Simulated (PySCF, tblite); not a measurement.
**C₆H₁₃F: a rotation path, then NMR shifts on frames, part 1 of 2**

Aim: move C₆H₁₃F (`CC[C@@H](C)CCF`) away from its starting geometry and see how NMR shifts follow the geometry.

The runs use tblite 0.8.0 and PySCF 2.14.0, with density-fitted response routines of our own; the level of theory stands in each step. All values are computed, except where a source is named. Atoms count from 0, in the outputs and in this text.

## (1) The starting structure

20 atoms, charge 0, multiplicity 1; geometry from: GFN2-xTB.

Bonds of the start (Å): C0–C1 1.52, C1–C2 1.53, C2–C3 1.53, C2–C4 1.54, C4–C5 1.52, C5–F6 1.38, C0–H7 1.09, C0–H8 1.09, C0–H9 1.09, C1–H10 1.09, C1–H11 1.09, C2–H12 1.10, C3–H13 1.09, C3–H14 1.09, C3–H15 1.09, C4–H16 1.09, C4–H17 1.09, C5–H18 1.10, C5–H19 1.10.

## (2) The rotation path with GFN2-xTB

What the job is given:

```
{"job": {"kind": "neb", "xc": "GFN2-xTB", "basis": "xTB", "atoms": [1, 2, 4, 5], "turn": 120}, "charge": 0, "multiplicity": 1}
C     -2.033823    -1.214830     0.148397
C     -0.675768    -0.691420     0.602878
C     -0.044796     0.300350    -0.380823
C     -0.885464     1.569237    -0.517107
C      1.375773     0.685539     0.056177
C      2.388519    -0.450528    -0.003224
F      2.308863    -1.263925     1.103729
H     -2.785062    -0.429411     0.153799
H     -1.968988    -1.623646    -0.858057
H     -2.369860    -2.004835     0.816050
H     -0.005756    -1.542182     0.728659
H     -0.780560    -0.209271     1.577428
H      0.018512    -0.179024    -1.365453
H     -1.010212     2.047306     0.452173
H     -1.868234     1.342116    -0.919375
H     -0.402668     2.276328    -1.188848
H      1.352227     1.074641     1.076122
H      1.741934     1.479560    -0.597728
H      2.227813    -1.093448    -0.875114
H      3.412402    -0.061880    -0.012718
```

With the program's defaults for keys left out, this is: GFN2-xTB climbing-image nudged elastic band, gas phase.

Launch:

```
$ OMP_NUM_THREADS=1 python probes_run.py task.json out
```

One launch serves the whole session: the jobs run in the order shown.

Output:

```text
image   E - E0 / eV
  0       0.0000
  1       0.0082
  2       0.0322
  3       0.0619
  4       0.0782
  5       0.0709
  6       0.0437
  7       0.0131
  8      -0.0026
```

It took 9.2 s on 1 thread of AMD EPYC, shared host; peak memory 0.18 GiB.

The final band, with the dihedral C1–C2–C4–C5:

```csv
image,dihedral (°),energy (eV),energy (kcal/mol)
0,67,0.000,0.0
1,78,0.008,0.2
2,90,0.032,0.7
3,102,0.062,1.4
4,115,0.078,1.8
5,127,0.071,1.6
6,140,0.044,1.0
7,154,0.013,0.3
8,165,-0.003,-0.1
```

## (3) NMR shieldings: image 0, PBE0/pcSseg-1

What the job is given:

```
{"job": {"kind": "nmr", "xc": "PBE0", "basis": "pcSseg-1", "pop": false}, "charge": 0, "multiplicity": 1}
C     -2.033800    -1.214800     0.148400
C     -0.675800    -0.691400     0.602900
C     -0.044800     0.300400    -0.380800
C     -0.885500     1.569200    -0.517100
C      1.375800     0.685500     0.056200
C      2.388500    -0.450500    -0.003200
F      2.308900    -1.263900     1.103700
H     -2.785100    -0.429400     0.153800
H     -1.969000    -1.623600    -0.858100
H     -2.369900    -2.004800     0.816100
H     -0.005800    -1.542200     0.728700
H     -0.780600    -0.209300     1.577400
H      0.018500    -0.179000    -1.365500
H     -1.010200     2.047300     0.452200
H     -1.868200     1.342100    -0.919400
H     -0.402700     2.276300    -1.188800
H      1.352200     1.074600     1.076100
H      1.741900     1.479600    -0.597700
H      2.227800    -1.093400    -0.875100
H      3.412400    -0.061900    -0.012700
```

With the program's defaults for keys left out, this is: GIAO PBE0/pcSseg-1 NMR shielding, non-relativistic, gas phase.

Output:

```text
coarse grid: 15664 points
cycle   1  E = -335.7606377313  dE =  5.051e-01  |g| = 5.716e-01  |ddm| = 3.644e+00
cycle   2  E = -335.7316338063  dE =  2.900e-02  |g| = 7.274e-01  |ddm| = 9.770e-01
cycle   3  E = -335.8303138385  dE = -9.868e-02  |g| = 6.395e-02  |ddm| = 5.425e-01
cycle   4  E = -335.8309138801  dE = -6.000e-04  |g| = 2.947e-02  |ddm| = 5.581e-02
cycle   5  E = -335.8310893224  dE = -1.754e-04  |g| = 4.381e-03  |ddm| = 2.367e-02
cycle   6  E = -335.8310927535  dE = -3.431e-06  |g| = 1.695e-03  |ddm| = 5.232e-03
final grid: 148688 points
cycle   7  E = -335.8826182819  dE = -6.346e-05  |g| = 1.033e-02  |ddm| = 3.465e-02
cycle   8  E = -335.8826065338  dE =  1.175e-05  |g| = 1.270e-02  |ddm| = 1.963e-02
cycle   9  E = -335.8826452427  dE = -3.871e-05  |g| = 1.034e-03  |ddm| = 1.075e-02
cycle  10  E = -335.8826454049  dE = -1.621e-07  |g| = 2.799e-04  |ddm| = 8.717e-04
cycle  11  E = -335.8826454165  dE = -1.160e-08  |g| = 6.522e-05  |ddm| = 2.103e-04
cycle  12  E = -335.8826454173  dE = -8.230e-10  |g| = 2.428e-05  |ddm| = 7.331e-05
converged SCF energy = -335.8826454173

GIAO shielding tensors (ppm)
atom      isotropic    diamagn.    paramagn.     s11        s22        s33       span
  0 C      171.984     246.835     -74.851    158.672    170.282    186.997     28.325
  1 C      154.672     248.663     -93.991    141.165    154.697    168.154     26.989
  2 C      144.684     247.855    -103.170    132.213    146.748    155.092     22.879
  3 C      164.857     248.136     -83.279    149.805    158.439    186.328     36.524
  4 C      142.802     249.530    -106.728    127.935    139.607    160.863     32.928
  5 C       98.117     239.789    -141.673     61.268     85.667    147.415     86.146
  6 F      410.201     475.013     -64.812    364.613    399.033    466.958    102.346
  7 H       30.540      30.360       0.180     25.597     29.956     36.068     10.471
  8 H       31.069      30.448       0.621     26.863     29.018     37.326     10.463
  9 H       30.498      28.561       1.937     25.730     27.792     37.971     12.241
 10 H       29.553      32.894      -3.341     22.628     30.979     35.053     12.424
 11 H       30.888      32.955      -2.067     26.872     30.608     35.184      8.312
 12 H       30.600      34.450      -3.850     27.984     29.183     34.633      6.649
 13 H       31.185      31.350      -0.165     27.994     28.705     36.856      8.862
 14 H       30.215      31.297      -1.082     24.801     29.618     36.226     11.426
 15 H       30.820      30.870      -0.050     26.576     28.510     37.375     10.799
 16 H       30.110      31.778      -1.669     27.158     29.189     33.983      6.825
 17 H       30.362      32.006      -1.644     25.131     30.242     35.713     10.583
 18 H       27.010      29.374      -2.364     23.017     27.581     30.432      7.415
 19 H       26.689      27.120      -0.430     21.426     27.303     31.339      9.914
```

Run time: 73 s. Hardware: 1 thread of AMD EPYC, shared host; peak memory 0.84 GiB.

The references, computed at this level on geometries of the same kind, shield at (ppm): 1H TMS 31.72, 13C TMS 186.9, 19F CFCl3 170.9. Their shielding less the atom's gives the shift. The references are single molecules in the gas phase, so shifts against H2O, NH3, PH3, H3PO4 or CFCl3 are not on the usual liquid scales and can be off by tens of ppm. Each atom is listed at this fixed geometry, with no averaging over motion; a spectrum would average atoms that exchange fast.

```csv
atoms,environment,σ (ppm),δ (ppm)
C5,sp3 CH2 bonded to F,98.1,88.8
C4,sp3 CH2,142.8,44.1
C2,sp3 CH,144.7,42.2
C1,sp3 CH2,154.7,32.3
C3,methyl carbon,164.9,22.1
C0,methyl carbon,172.0,14.9
H19,hydrogen on an sp3 CH2 bonded to F,26.69,5.03
H18,hydrogen on an sp3 CH2 bonded to F,27.01,4.71
H10,hydrogen on an sp3 CH2,29.55,2.16
H16,hydrogen on an sp3 CH2,30.11,1.61
H14,hydrogen on a methyl carbon,30.22,1.50
H17,hydrogen on an sp3 CH2,30.36,1.36
H9,hydrogen on a methyl carbon,30.50,1.22
H7,hydrogen on a methyl carbon,30.54,1.18
H12,hydrogen on an sp3 CH,30.60,1.12
H15,hydrogen on a methyl carbon,30.82,0.90
H11,hydrogen on an sp3 CH2,30.89,0.83
H8,hydrogen on a methyl carbon,31.07,0.65
H13,hydrogen on a methyl carbon,31.19,0.53
F6,fluorine on an sp3 carbon,410.2,-239.3
```

Orbitals, density, ELF and potential are computed afterwards from the orbital file.

Frontier orbitals at PBE0/pcSseg-1, with the share of their density that lies nearest to each atom:

```csv
orbital,energy (eV),lies on
HOMO,-8.58,"F6 16 %; C2, C4 about 12 % each; H10, H19 about 9 % each"
LUMO,1.52,"H12, H15, H17 about 12 % each; H18 8 %; H8, H14, H19 about 6 % each"
```

ELF in a plane through or near 10 of the atoms.

Ten even steps from '0' (0.00) to '9' (1.00):
```
0000000000000000000000000000
0000000000000000000000000000
0000000000000000000000000000
0000000000002662000000000000
0000000000006996111000000000
0000000167303996578710000000
0000000699920542699920000000
0000000599961472699300000000
0000000058448677210146200000
0001899548249447204999910000
0005999958955598556999810000
0004999811410262782376200000
0000332256300898664884100000
0000000367620998128999300000
0000000467610796018999300000
0000000122100020003773000000
0000000000000000000000000000
0000000000000000000000000000
0000000000000000000000000000
0000000000000000000000000000
```
The map spans 12.0 Å across and 10.3 Å up, centred on the molecule. Atoms in the plane (x, y in Å): C0 (2.2, -1.0), C2 (0.0, 0.4), C3 (0.7, 1.7), C4 (-1.4, 0.5), C5 (-2.3, -0.7), H7 (2.8, -0.1), H9 (2.6, -1.9), H10 (0.2, -1.7), H17 (-1.9, 1.4), H19 (-3.4, -0.4).

log10 of the density (e/Å³) in the same plane.

Ten even steps from '0' (-4.0) to '9' (1.1):
```
0000000000000000000000000000
0000000000000111000000000000
0000000000011222211000000000
0000000001123444332100000000
0000000122335666554321000000
0000002345445787766431000000
0000013456655689876542100000
0000123568876788876543210000
0001334567887887665554321000
0013456678888887666776431000
0023567888877788777886532000
0023567898765688889876532000
0012456788765687778876431000
0001235678765676667776421000
0000124567654555456665321000
0000012455433333334443210000
0000000122211111112221000000
0000000000000000000000000000
0000000000000000000000000000
0000000000000000000000000000
```
The map spans 12.0 Å across and 10.3 Å up, centred on the molecule. Atoms in the plane (x, y in Å): C0 (2.2, -1.0), C2 (0.0, 0.4), C3 (0.7, 1.7), C4 (-1.4, 0.5), C5 (-2.3, -0.7), H7 (2.8, -0.1), H9 (2.6, -1.9), H10 (0.2, -1.7), H17 (-1.9, 1.4), H19 (-3.4, -0.4).

On the surface of density 0.002 e/bohr³ the electrostatic potential runs, from the 1st to the 99th percentile, from -1.13 V near F6 to 0.81 V near H19.

## (4) Nuclear shieldings: image 2, PBE0/pcSseg-1

What the job is given:

```
{"job": {"kind": "nmr", "xc": "PBE0", "basis": "pcSseg-1", "pop": false}, "charge": 0, "multiplicity": 1}
C     -2.103600    -1.183600     0.204400
C     -0.768800    -0.646900     0.712000
C     -0.033200     0.236300    -0.304000
C     -0.824300     1.500600    -0.635600
C      1.362400     0.623500     0.219200
C      2.469300    -0.348900    -0.164400
F      2.448400    -1.470600     0.631200
H     -2.827300    -0.383300     0.071600
H     -1.975800    -1.690900    -0.749800
H     -2.515200    -1.892800     0.919700
H     -0.123300    -1.489300     0.966600
H     -0.941400    -0.070800     1.624600
H      0.088100    -0.337900    -1.229700
H     -0.989100     2.097200     0.258800
H     -1.789400     1.251300    -1.065400
H     -0.287700     2.104500    -1.364600
H      1.339900     0.706400     1.307500
H      1.642500     1.598600    -0.181900
H      2.366700    -0.698400    -1.197600
H      3.456800     0.105800    -0.025700
```

Method: GIAO PBE0/pcSseg-1 NMR shielding, non-relativistic, gas phase.

Output:

```text
coarse grid: 15664 points
cycle   1  E = -335.7593822760  dE =  4.981e-01  |g| = 5.720e-01  |ddm| = 3.638e+00
cycle   2  E = -335.7300635241  dE =  2.932e-02  |g| = 7.292e-01  |ddm| = 9.727e-01
cycle   3  E = -335.8290613160  dE = -9.900e-02  |g| = 6.425e-02  |ddm| = 5.399e-01
cycle   4  E = -335.8296717041  dE = -6.104e-04  |g| = 2.940e-02  |ddm| = 5.580e-02
cycle   5  E = -335.8298470327  dE = -1.753e-04  |g| = 4.225e-03  |ddm| = 2.327e-02
cycle   6  E = -335.8298502089  dE = -3.176e-06  |g| = 1.661e-03  |ddm| = 5.070e-03
final grid: 148688 points
cycle   7  E = -335.8809285520  dE = -6.162e-05  |g| = 1.068e-02  |ddm| = 3.336e-02
cycle   8  E = -335.8809158514  dE =  1.270e-05  |g| = 1.321e-02  |ddm| = 1.999e-02
cycle   9  E = -335.8809570397  dE = -4.119e-05  |g| = 1.035e-03  |ddm| = 1.097e-02
cycle  10  E = -335.8809572025  dE = -1.628e-07  |g| = 2.790e-04  |ddm| = 8.497e-04
cycle  11  E = -335.8809572142  dE = -1.170e-08  |g| = 6.348e-05  |ddm| = 2.174e-04
cycle  12  E = -335.8809572150  dE = -7.924e-10  |g| = 2.362e-05  |ddm| = 7.064e-05
converged SCF energy = -335.8809572150

GIAO shielding tensors (ppm)
atom      isotropic    diamagn.    paramagn.     s11        s22        s33       span
  0 C      171.728     246.644     -74.916    158.742    169.491    186.950     28.207
  1 C      152.369     248.468     -96.098    135.899    152.070    169.138     33.239
  2 C      144.068     247.625    -103.558    123.767    150.208    158.228     34.460
  3 C      164.085     248.407     -84.322    150.139    157.669    184.446     34.307
  4 C      142.553     249.315    -106.762    123.728    143.356    160.576     36.848
  5 C       95.779     239.442    -143.662     61.458     84.619    141.260     79.802
  6 F      411.851     474.927     -63.076    364.282    407.446    463.827     99.545
  7 H       30.553      30.320       0.232     25.668     29.990     36.001     10.333
  8 H       31.008      30.394       0.613     26.792     29.060     37.171     10.380
  9 H       30.510      28.347       2.163     25.783     27.742     38.005     12.222
 10 H       29.627      32.630      -3.003     23.422     30.947     34.512     11.090
 11 H       30.789      32.819      -2.030     26.691     30.587     35.090      8.400
 12 H       30.538      34.792      -4.254     27.784     29.480     34.350      6.566
 13 H       31.130      31.502      -0.372     27.987     28.597     36.807      8.820
 14 H       30.289      31.551      -1.262     24.724     29.818     36.326     11.602
 15 H       30.843      31.217      -0.374     26.641     28.642     37.247     10.606
 16 H       29.975      31.777      -1.802     27.226     28.977     33.722      6.495
 17 H       30.580      32.328      -1.748     25.169     31.137     35.434     10.265
 18 H       26.965      29.192      -2.227     22.796     27.629     30.470      7.674
 19 H       26.704      27.098      -0.394     21.623     27.310     31.178      9.555
```

It took 54 s on 1 thread of AMD EPYC, shared host; peak memory 0.84 GiB.

In short: δ C5 91.1, C4 44.4, C2 42.9, C1 34.6, H19 5.01, H18 4.75 ppm.

(Continued in part 2 of 2.)
